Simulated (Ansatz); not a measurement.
What does this script print? It uses Ansatz 0.2.0, Python API.

Script `run_bde.py`:
```python
"""Cost of removing each kind of hydrogen from C3H3F, fragments frozen."""

import ansatz as az


def single_point(molecule, charge=0, unpaired=0):
    calc = (
        molecule.calculation()
        .basis(gaussian="def2-SVP")
        .functional("PBE0", dispersion="d4")
        .scf(lower_state_search="off")
    )
    if charge:
        calc = calc.charge(charge)
    if unpaired:
        calc = calc.spin("collinear", total=unpaired)
    return calc.run(threads=1, pin="off").report["free_energy_ev"]

GEOMETRY = """
F    -1.02900   -1.39490    0.78180
C    -0.71640   -0.50750   -0.20890
C     0.54260   -0.43480   -0.55930
C     0.02800    0.77240   -0.06780
H     1.30970   -1.11630   -0.14420
H     0.18630    1.09020    0.94040
H    -0.25990    1.52290   -0.78760
"""

def without(molecule, index):
    rest = az.Crystal.molecule()
    for i, site in enumerate(molecule.cartesian_sites):
        if i != index:
            rest = rest.atom(site.symbol, site.position_ang)
    return rest


def main() -> None:
    molecule = az.Crystal.molecule()
    for line in GEOMETRY.strip().splitlines():
        symbol, *xyz = line.split()
        molecule = molecule.atom(symbol, [float(v) for v in xyz])

    whole = single_point(molecule, 0)
    hydrogen = single_point(az.Crystal.molecule().atom("H", (0, 0, 0)), 0, 1)
    print(f"E(molecule) = {whole:.5f} eV, E(H) = {hydrogen:.5f} eV")
    for index in [4, 6]:
        radical = single_point(without(molecule, index), 0, 1)
        print(f"H{index}: homolysis {23.060548 * (radical + hydrogen - whole):.1f} kcal/mol")


if __name__ == "__main__":
    main()
```

```console
$ python run_bde.py
E(molecule) = -5861.29646 eV, E(H) = -13.61361 eV
H4: homolysis 111.7 kcal/mol
H6: homolysis 97.1 kcal/mol
```

What to keep in mind:
- These settings explore the input space; basis and method may be short of convergence.
- The geometry is a force-field or estimated start, not a minimum of this method, and the basis set is short of its limit. All parts are taken at fixed geometry, without zero-point energy.
- The expectation value of S² is noticeably off S(S+1) in at least one run, so that state is spin-contaminated.
- The whole script took 6.1 s on 1 thread of Arm Neoverse V2 (shared host), peak memory 0.17 GiB.

(Lines on the test bed's own set-up are left out of the output.)
